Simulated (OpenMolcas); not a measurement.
# Ir²⁺: CASSCF terms and fine-structure levels

Aim: the low terms and levels of Ir²⁺, with their order and spacing.

The numbers are computed with OpenMolcas 26.06 (state-averaged CASSCF, spin-orbit coupling by RASSI with atomic mean-field integrals), except any that are marked as measured or tabulated.

### 1 The atom as given

* Species: Ir²⁺ (iridium, Z = 77, 75 electrons)
* Basis: ANO-R0 [6s4p3d1f], 40 functions
* Scalar Hamiltonian: X2C, finite nucleus
* Inactive shells: 1s 2s 2p 3s 3p 3d 4s 4p 4d 4f 5s 5p
* Active space: 7 electrons in 5 orbitals (5d)
* Some configurations of this space: 5d7
* Orbitals: optimised for the highest spin of each parity, averaged over all roots

The outer shells:

5d7
```
5d [↑↓][↑↓][↑ ][↑ ][↑ ]
```

Each step is its own input file, run in one work folder so that later steps find the files of earlier ones. Labels, J, g values, rates, χT and fits are worked out afterwards by a script from the matrices that RASSI stores.

### 2 One- and two-electron integrals

File a.inp:

```
&GATEWAY
Coord
1

Ir 0.0 0.0 0.0
Basis=ANO-R0
Group=XYZ
NoMove
AngMom=0.0 0.0 0.0
AMFI
&SEWARD
```

Run with:

```console
OMP_NUM_THREADS=1 MOLCAS_MEM=2252 MOLCAS_PROJECT=a pymolcas a.inp > a.log
```

### 3 Reference wave functions, quartets of even parity, 10 roots

File a.inp:

```
&RASSCF
FileOrb=start.orb
Symmetry=1
Spin=4
nActEl=7 0 0
Inactive=15 19
Ras2=5 0
CIRoot=10 10 1
SDav=10
CIMx=300
Iter=120 100
PrWF=0.3
OrbListing=Nothing
MaxOrb=0
Atom
>>> COPY $Project.JobIph JOB001
```

start.orb holds the contracted functions of the basis, ordered by shell, or the orbitals of the step before.

### 4 Reference wave functions, doublets of even parity, 40 roots

File a.inp:

```
&RASSCF
FileOrb=start.orb
Symmetry=1
Spin=2
nActEl=7 0 0
Inactive=15 19
Ras2=5 0
CIRoot=40 40 1
SDav=40
CIMx=300
Iter=120 100
PrWF=0.3
OrbListing=Nothing
MaxOrb=0
Atom
CIOnly
>>> COPY $Project.JobIph JOB002
```

### 5 State interaction with spin-orbit coupling

File a.inp:

```
&RASSI
NrOfJobIphs=2 10 35
1 2 3 4 5 6 7 8 9 10
1 2 3 4 5 6 7 8 9 10 11 12 13 14 15 16 17 18 19 20 21 22 23 24 25 26 27
28 29 30 31 32 33 34 35
IphNames
JOB001
JOB002
EJob
SpinOrbit
DIPRint=1.0
SOCoupling=1000.0
Subsets=2
MEES
Property=10
'ANGMOM' 1 'ANGMOM' 2 'ANGMOM' 3 'MLTPL  1' 1 'MLTPL  1' 2 'MLTPL  1' 3
'AMFI' 1 'AMFI' 2 'AMFI' 3 'MLTPL  2' 6
SOProperty=3
'ANGMOM' 1 'ANGMOM' 2 'ANGMOM' 3
```

What does the calculation give? Wanted: lowest level; first excited level; lowest level of another term; spin-orbit lowering of the lowest level; strongest of the lines computed, by gA.

As calculated:

```
                                                                                   quantity                                                value
                                                                                     method                                               CASSCF
                                                                               lowest level             5d7 4F 9/2, 89 % of that term, g = 1.308
                                                                ground level listed by NIST                                                4F9/2
                                                                        first excited level                              5d7 4F 7/2 at 0.8305 eV
                                                               lowest level of another term                              5d7 4P 3/2 at 1.7536 eV
                                                    spin-orbit lowering of the lowest level                                            0.9040 eV
strongest of the lines computed, by gA (one parity, so forbidden lines), at CASSCF energies  5d7 2D 5/2 → 5d7 4F 7/2, 536.4 nm, A = 3.88e+01 s⁻¹
```

The multiplet 4F is inverted; its intervals divided by the larger J differ by 148 % of their mean, where Landé's rule for pure LS coupling makes them equal. Only the configurations of the active space and the roots asked for are present. The doublets rest on orbitals optimised for another spin in at least one step, which raises them against the optimised states. Not all states of the active space went into the spin-orbit step. Levels of other configurations are missing from the list.
